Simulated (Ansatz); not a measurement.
# C3H10BN: a ladder of functionals and wavefunction methods

An exercise on one series of results from a longer session: the logs are not shown, and one member is left open.

Method: functionals in def2-TZVPP, the program's frozen cores in correlated methods; program: Ansatz 0.2.0, Gaussian basis.

The runs, in order: LDA (SPW92), PBE-D4, revPBE-D4, BLYP-D4, r2SCAN-D4, B97M-V, PBE0-D4, B3LYP-D4, r2SCANh-D4, r2SCAN0-D4, HSE06-D4, BHLYP-D4, CAM-B3LYP-D4, LC-ωPBE, ωB97X-V, ωB97M-V, B2PLYP, PBE-QIDH; CCSD(T)/def2-SVP; CCSD(T)/def2-TZVPP; MP2/def2-QZVPP; extrapolation to the limit; RPA on PBE.

## The relaxed structure

The geometry comes from an earlier relaxation with PBE0-D4 in a triple-zeta def2 set; it is a stationary point, not always the lowest conformer.

SMILES `CC(C)BN`, 15 atoms, charge 0, spin multiplicity 1.

Atoms are counted from 1 here; the program's logs count them from 0.

Bond lengths: C1–C2 1.529 Å, C1–H6 1.094 Å, C1–H7 1.095 Å, C1–H8 1.093 Å, C2–C3 1.529 Å, C2–B4 1.576 Å, C2–H9 1.099 Å, C3–H10 1.093 Å, C3–H11 1.095 Å, C3–H12 1.094 Å, B4–N5 1.390 Å, B4–H13 1.204 Å, N5–H14 1.005 Å, N5–H15 1.007 Å. Angles: C2–C1–H6 110.8°, C2–C1–H7 111.2°, C2–C1–H8 112.0°, H6–C1–H7 107.5°, H6–C1–H8 107.5°, H7–C1–H8 107.7°, C1–C2–C3 110.3°, C1–C2–B4 110.3°, C1–C2–H9 108.1°, C3–C2–B4 110.3°, C3–C2–H9 108.1°, B4–C2–H9 109.8°, C2–C3–H10 112.0°, C2–C3–H11 111.2°, C2–C3–H12 110.8°, H10–C3–H11 107.7°, H10–C3–H12 107.5°, H11–C3–H12 107.5° and more.

Geometry (Å):

```xyz
15
C3H10BN
C    -0.7804   -1.4132   -0.3575
C     0.1715   -0.3415    0.1751
C     1.4891   -0.3690   -0.6006
B    -0.4945    1.0830    0.0694
N    -0.7357    1.8757    1.1858
H    -1.0362   -1.2208   -1.4039
H    -0.3240   -2.4073   -0.3076
H    -1.7154   -1.4480    0.2083
H     0.3907   -0.5726    1.2273
H     2.2082    0.3572   -0.2120
H     1.9558   -1.3584   -0.5520
H     1.3235   -0.1350   -1.6568
H    -0.8142    1.5231   -1.0045
H    -1.1584    2.7865    1.1360
H    -0.5020    1.5894    2.1222
```

The first run:

File in.yaml:

```yaml
crystal:
  periodic: [false, false, false]
  atoms:
    - {symbol: C, position_ang: [-0.780364, -1.413220, -0.357459]}
    - {symbol: C, position_ang: [0.171509, -0.341517, 0.175079]}
    - {symbol: C, position_ang: [1.489127, -0.369013, -0.600646]}
    - {symbol: B, position_ang: [-0.494526, 1.083049, 0.069412]}
    - {symbol: N, position_ang: [-0.735718, 1.875722, 1.185757]}
    - {symbol: H, position_ang: [-1.036184, -1.220782, -1.403942]}
    - {symbol: H, position_ang: [-0.323981, -2.407290, -0.307563]}
    - {symbol: H, position_ang: [-1.715356, -1.447976, 0.208295]}
    - {symbol: H, position_ang: [0.390714, -0.572632, 1.227346]}
    - {symbol: H, position_ang: [2.208184, 0.357182, -0.211954]}
    - {symbol: H, position_ang: [1.955764, -1.358369, -0.551969]}
    - {symbol: H, position_ang: [1.323524, -0.134952, -1.656771]}
    - {symbol: H, position_ang: [-0.814179, 1.523096, -1.004509]}
    - {symbol: H, position_ang: [-1.158365, 2.786461, 1.135981]}
    - {symbol: H, position_ang: [-0.502047, 1.589441, 2.122244]}
basis:
  gaussian: {orbitals: def2-TZVPP}
hamiltonian: {xc: lda}
output: {orbitals: {seedname: orbitals}}
```

Among the steps run: LDA; PBE-D4 (GGA); revPBE-D4 (GGA); BLYP-D4 (GGA); r2SCAN-D4 (meta-GGA); B97M-V (meta-GGA); PBE0-D4 (hybrid); B3LYP-D4 (hybrid); r2SCANh-D4 (hybrid); r2SCAN0-D4 (hybrid); HSE06-D4 (hybrid); BHLYP-D4 (hybrid); CAM-B3LYP-D4 (range-separated); LC-ωPBE-D4 (range-separated; the results give it without D4); ωB97X-V (range-separated); ωB97M-V (range-separated); B2PLYP (double hybrid); PBE-QIDH (double hybrid).

One table of the session follows, with a row left open; its other results are not shown here.

It belongs to the step «Orbital energies across the functionals». 

```
  functional  HOMO (eV)  LUMO (eV)  gap (eV)
 LDA (SPW92)      -6.64      -0.59      6.05
      PBE-D4          ?          ?         ?
   revPBE-D4      -6.55      -0.20      6.35
     BLYP-D4      -6.52      -0.18      6.34
   r2SCAN-D4      -6.85       0.06      6.91
      B97M-V      -6.99      -0.03      6.96
     PBE0-D4      -7.94       0.67      8.61
    B3LYP-D4      -7.77       0.43      8.20
  r2SCANh-D4      -7.35       0.40      7.75
  r2SCAN0-D4      -8.11       0.90      9.01
    HSE06-D4      -7.53       0.29      7.82
    BHLYP-D4      -9.27       1.59     10.86
CAM-B3LYP-D4      -9.38       1.72     11.11
     LC-ωPBE     -10.70       2.94     13.65
     ωB97X-V     -10.38       2.79     13.17
     ωB97M-V     -10.24       2.31     12.55
```

**Question.** Estimate the row for PBE-D4.

The run gave: HOMO (eV): -6.59; LUMO (eV): -0.32; gap (eV): 6.27. In the column «HOMO (eV)» it lies between LDA (SPW92) (-6.64) and revPBE-D4 (-6.55).
